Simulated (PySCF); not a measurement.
# Eu(OH)3: how tightly the ligands are held

Aim: take one ligand of each kind off Eu(OH)3, with both parts rigid, and scan its distance from the metal. The species was built from a template and needn't be a known compound.

Computed with PySCF 2.14.0. Level: PBE, Eu lcecp-1-SVP with ECP52, O def2-SVP, H def2-SVP; scalar-relativistic core potentials, no spin–orbit coupling.

3 further runs of the same task are left out: 1 for a known fault of the program, 2 that didn't finish.

## Step 1: The starting structure

7 atoms, charge 0, spin multiplicity 1.

Bond lengths: Eu1–O2 2.090 Å, Eu1–O4 2.090 Å, Eu1–O6 2.090 Å, O2–H3 0.967 Å, O4–H5 0.967 Å, O6–H7 0.967 Å. Angles: O2–Eu1–O4 118.7°, O2–Eu1–O6 118.7°, O4–Eu1–O6 118.7°, Eu1–O2–H3 174.4°, Eu1–O4–H5 174.4°, Eu1–O6–H7 174.4°.

Coordinates:

```mol
EuH3O3
  3D, bonds by distance, orders not assigned

  7  6  0  0  0  0  0  0  0  0999 V2000
   -0.0000    0.0000   -0.1473 Eu  0  0
    2.0764    0.0000    0.0918 O   0  0
    3.0220    0.0000    0.2952 H   0  0
   -1.0382    1.7982    0.0918 O   0  0
   -1.5110    2.6171    0.2952 H   0  0
   -1.0382   -1.7982    0.0918 O   0  0
   -1.5110   -2.6171    0.2952 H   0  0
  1  2  8  0
  1  4  8  0
  1  6  8  0
  2  3  8  0
  4  5  8  0
  6  7  8  0
M  END
```

Formal oxidation states: Eu +3. Each metal's 6 4f electrons lie in its core potential, so multiplicities, spins and levels count the valence alone. An earlier session relaxed this geometry at PBE, Eu lcecp-1-SVP with ECP52, O def2-SVP, H def2-SVP (singlet, point group C3v).

## Step 2: OH taken off

The ligand (atoms 2, 3) keeps its formal charge and a closed shell where it can; ligand and rest are solved at the complex's geometry, in vacuum, with the settings of the relaxation.

| part | charge | state | energy (Eh) |
| --- | --- | --- | --- |
| complex | 0 | singlet | -262.571440 |
| ligand | -1 | singlet | -75.574548 |
| rest | 1 | singlet | -186.586979 |

Wall time 2.4 s (2 threads of AMD EPYC 7R43 (Zen 3), shared host).

## Step 3: Rigid scan of OH

Atoms 2, 3 move together along the line from atom 1; the distance is to the donor, the donors' midpoint or the ring centre. Each point starts from the density of the one before.

| distance (Å) | energy from the relaxed point (eV) |
| --- | --- |
| 1.79 | 1.324 |
| 1.89 | 0.505 |
| 1.99 | 0.109 |
| 2.09 | 0.000 |
| 2.19 | 0.082 |
| 2.29 | 0.287 |
| 2.49 | 0.893 |
| 2.79 | 1.939 |
| 3.19 | 3.186 |
| 3.69 | 4.248 |

It took 84 s on 2 threads of AMD EPYC 7R43 (Zen 3), shared host.

## Step 4: What came out

| quantity | value |
| --- | --- |
| taking off OH | 11.15 eV |
| stiffness of the OH contact | 19.1 eV/Å² |

In words: Taking off OH as a fragment of charge -1 costs 11.15 eV, much of it the attraction of the two charges. Near 2.09 Å the OH contact has a stiffness of about 19.1 eV/Å², and the energy stands 4.25 eV higher at 3.69 Å. The free anion is solved without diffuse functions, no counterpoise correction is made, and the parts aren't relaxed; each of these makes the binding look larger. These are double-zeta-type bases without diffuse functions. Spin–orbit coupling is left out.
